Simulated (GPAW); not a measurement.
## Ti2B: equation of state with PBE

Crystal: Ti2B.

```
Ti B
1.0
    -2.82907    2.82907    2.36827
     2.82907   -2.82907    2.36827
     2.82907    2.82907   -2.36827
Ti B
4 2
Direct
  0.16440 0.33560 0.50000
  0.83560 0.66440 0.50000
  0.33560 0.83560 0.17120
  0.66440 0.16440 0.82880
  0.25000 0.25000 0.00000
  0.75000 0.75000 0.00000
```

The cell comes from a database or a generator and needn't be the stable form of this composition.

* Program: GPAW 26.7.0
* Task: equation of state
* Functional: PBE
* Potentials or basis: GPAW PAW data sets (gpaw-data 1.2.1)
* Cutoff: 800 eV
* Basis: pw
* k mesh: 5 × 5 × 5
* Occupations: fermi-dirac, width 0.05 eV
* Spin: no spin polarisation

The equilibrium volume is 12.74 Å³/atom. The bulk modulus at fixed shape and positions is 165 GPa and the pressure derivative of the bulk modulus is 3.7.

Energy against volume, from the lowest point:
| volume (Å³/atom) | energy (meV/atom) |
| --- | --- |
| 11.878 | 33.00 |
| 12.131 | 15.77 |
| 12.384 | 4.91 |
| 12.636 | 0.00 |
| 12.889 | 0.45 |
| 13.142 | 5.76 |
| 13.395 | 15.52 |

It took 8.1 min on 1 thread of Arm Neoverse V2 (shared host), peak memory 0.48 GiB.

Caveat: the cell was scaled at fixed shape and fractional positions, which overstates the stiffness of a crystal with free parameters, most of all of layers and chains.
